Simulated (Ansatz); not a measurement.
Task: vertical and adiabatic energies of changing the electron count of BrRb, with the Ansatz DFT code, driven from Python. Give the script and its output. Level of theory (for the species named): CAM-B3LYP, def2-TZVP basis, multiplicity 1.

```yaml
atoms:
  - { symbol: Rb, position_ang: [0.0000, 0.0000, 0.0000] }
  - { symbol: Br, position_ang: [0.0000, 0.0000, 3.1750] }
```

`adiabatic_brrb.py`
```python
import ansatz as az
import numpy as np


def main() -> None:
    geometry = (
        az.Crystal.molecule()
        .atom('Rb', (0.0, 0.0, 0.0))
        .atom('Br', (0.0, 0.0, 3.175))
    )

    model = (
        geometry.calculation()
        .basis(gaussian='def2-TZVP')
        .functional('cam_b3lyp')
    )
    symbols = [site.symbol for site in geometry.cartesian_sites]
    start = np.array([site.position_ang for site in geometry.cartesian_sites], dtype=float)
    r = model.relax(force_tolerance=0.01).run(threads=1).report
    end = np.array(r['positions_ang'])

    minimum = az.Crystal.molecule()
    for symbol, place in zip(symbols, end):
        minimum = minimum.atom(symbol, place.tolist())
    ion = (
        minimum.calculation()
        .basis(gaussian='def2-TZVP')
        .functional('cam_b3lyp')
        .charge(1)
        .spin('collinear', total=1)
    )
    vertical = ion.run(threads=1).report
    settled = ion.relax(force_tolerance=0.01, max_steps=80).run(threads=1).report
    print(f'vertical ionisation energy   {vertical["free_energy_ev"] - r["free_energy_ev"]:.3f} eV')
    print(f'adiabatic, no zero point     {settled["free_energy_ev"] - r["free_energy_ev"]:.3f} eV')
    print(f'relaxation energy of the ion {vertical["free_energy_ev"] - settled["free_energy_ev"]:.3f} eV')
    ionised = np.array(settled['positions_ang'])
    print('final positions (A) and the move of each atom')
    for symbol, xyz, old in zip(symbols, ionised, end):
        print(f'{symbol:2s} {xyz[0]:10.5f} {xyz[1]:10.5f} {xyz[2]:10.5f}   {np.linalg.norm(xyz - old):7.4f}')


if __name__ == '__main__':
    main()
```

Running `python adiabatic_brrb.py` prints:
```text
vertical ionisation energy   8.118 eV
adiabatic, no zero point     7.885 eV
relaxation energy of the ion 0.233 eV
final positions (A) and the move of each atom
Rb   -0.00000    0.00000   -0.21675    0.2946
Br    0.00000   -0.00000    3.39175    0.2946
```

The settings weren't tested for convergence. The energies are electronic: no zero-point or thermal terms, and the basis set is short of its limit. The product may relax into another structure. The relaxation finds the nearest minimum, so the adiabatic value is an upper bound. def2 sets replace the cores of elements past krypton by effective core potentials. Finished in 99 s on 1 thread of Arm Neoverse V1 (shared host), peak memory 0.34 GiB.

(Lines on the test bed's own set-up are left out of the output.)
